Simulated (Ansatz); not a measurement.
# F3GeH3: the cost of one run

Program: Ansatz 0.2.0. Level of theory: RHF/def2-SVP. These are calculated values, not measurements.

## 1. Starting point

Bond lengths: Ge1–F2 2.030 Å, Ge1–F3 1.680 Å, Ge1–F4 1.679 Å, Ge1–H5 1.549 Å. Angles: F2–Ge1–F3 109.4°, F2–Ge1–F4 109.5°, F2–Ge1–H5 109.5°, F3–Ge1–F4 109.5°, F3–Ge1–H5 109.5°, F4–Ge1–H5 109.5°.

Coordinates:

```xyz
7

Ge    0.0000    0.0000    0.0000
F     0.0000    0.0000    2.0300
F     1.5842    0.0000   -0.5594
F    -0.7913    1.3709   -0.5594
H    -0.7300   -1.2648   -0.5162
H    -1.7556    0.0056    0.5833
H    -1.3158    0.0042    1.5287
```

## 2. A restrained relaxation towards end A

Springs on the bonds that form and break draw the guess towards this end; the thresholds are loose.

input.yaml

```yaml
crystal:
  periodic: [false, false, false]
  atoms:
    - { symbol: Ge, position_ang: [0.0, 0.0, 0.0] }
    - { symbol: F, position_ang: [0.0, 0.0, 2.03] }
    - { symbol: F, position_ang: [1.5842, 0.0, -0.5594] }
    - { symbol: F, position_ang: [-0.7913, 1.3709, -0.5594] }
    - { symbol: H, position_ang: [-0.73, -1.2648, -0.5162] }
    - { symbol: H, position_ang: [-1.7556, 0.0056, 0.5833] }
    - { symbol: H, position_ang: [-1.3158, 0.0042, 1.5287] }
basis:
  gaussian: { orbitals: def2-SVP }
hamiltonian:
  xc: hf
relax:
  f_tol: 0.15
  max_steps: 25
  restrain:
    - { distance: [0, 5], at: 2.75, k: 30.0 }
    - { distance: [6, 1], at: 2.12, k: 30.0 }
    - { distance: [0, 1], at: 1.68, k: 30.0 }
    - { distance: [6, 5], at: 0.66, k: 30.0 }
output:
  orbitals: {}
```

Command:

```
$ ansatz run input.yaml --threads 1 --pin off --max-ram 2048MiB --backend cpu --events-out ev --progress --plain --runs-dir out
```

Q: Estimate wall time and peak memory on 1 thread of Arm Neoverse V2, shared host.

About 13 s, with a peak of 0.17 GiB.
